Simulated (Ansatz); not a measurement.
**C₂H₆SiTe: how energies converge with the basis set**

The task here is to estimate one member of a computed series from the others.

Program: Ansatz 0.2.0, Gaussian basis. Level of theory: one geometry, several basis sets. These are calculated values, not measurements.

The runs, in order: PBE0-D4/def2-SVP; ωB97M-V/def2-SVP; PBE0-D4/def2-QZVPP; ωB97M-V/def2-QZVPP; the functionals' def2-TZVPP values are taken from earlier runs.

## The geometry

An earlier PBE0-D4 in a triple-zeta def2 set relaxation fixed the geometry. Te takes the def2 core potential; no spin-orbit term is included.

SMILES `C=C[Te][SiH3]`, 10 atoms, charge 0, spin multiplicity 1.

Atoms are counted from 1 here; the program's logs count them from 0.

Bond lengths: C1–C2 1.324 Å, C1–H5 1.086 Å, C1–H6 1.084 Å, C2–Te3 2.104 Å, C2–H7 1.085 Å, Te3–Si4 2.490 Å, Si4–H8 1.485 Å, Si4–H9 1.486 Å, Si4–H10 1.485 Å. Angles: C2–C1–H5 120.5°, C2–C1–H6 122.5°, H5–C1–H6 117.0°, C1–C2–Te3 123.2°, C1–C2–H7 121.4°, Te3–C2–H7 115.2°, C2–Te3–Si4 93.6°, Te3–Si4–H8 112.2°, Te3–Si4–H9 109.3°, Te3–Si4–H10 106.7°, H8–Si4–H9 108.9°, H8–Si4–H10 109.6°, H9–Si4–H10 110.1°.

The first run:

Contents of in.yaml:

```yaml
crystal:
  periodic: [false, false, false]
  atoms:
    - {symbol: C, position_ang: [-0.768044, 1.664061, -1.454084]}
    - {symbol: C, position_ang: [0.107187, 0.939399, -0.774478]}
    - {symbol: Te, position_ang: [0.166776, 0.875550, 1.328073]}
    - {symbol: Si, position_ang: [0.438177, -1.598569, 1.401008]}
    - {symbol: H, position_ang: [-0.715039, 1.720452, -2.537538]}
    - {symbol: H, position_ang: [-1.560586, 2.224546, -0.970587]}
    - {symbol: H, position_ang: [0.892025, 0.383187, -1.276925]}
    - {symbol: H, position_ang: [-0.807291, -2.310725, 1.017400]}
    - {symbol: H, position_ang: [1.527011, -2.001416, 0.472925]}
    - {symbol: H, position_ang: [0.802884, -1.947786, 2.797108]}
basis:
  gaussian: {orbitals: def2-SVP}
hamiltonian: {xc: pbe0, dispersion: d4}
output: {orbitals: {seedname: orbitals}}
```

Steps of the session up to this table: PBE0-D4 in def2-SVP; ωB97M-V in def2-SVP; PBE0-D4 in def2-QZVPP; ωB97M-V in def2-QZVPP.

One table of the session follows, with a row left open; its other results are not shown here.

It belongs to the step «Density functionals: the series». 

```
functional       basis  HOMO (eV)
   PBE0-D4    def2-SVP      -6.12
   PBE0-D4  def2-TZVPP      -6.20
   PBE0-D4  def2-QZVPP      -6.21
   ωB97M-V    def2-SVP          ?
   ωB97M-V  def2-TZVPP      -8.24
   ωB97M-V  def2-QZVPP      -8.26
```

Q: Estimate the row for ωB97M-V, def2-SVP from the others.

**Answer.** HOMO (eV): -8.13. In the column «HOMO (eV)» it lies between ωB97M-V, def2-TZVPP (-8.24) and PBE0-D4, def2-QZVPP (-6.21).
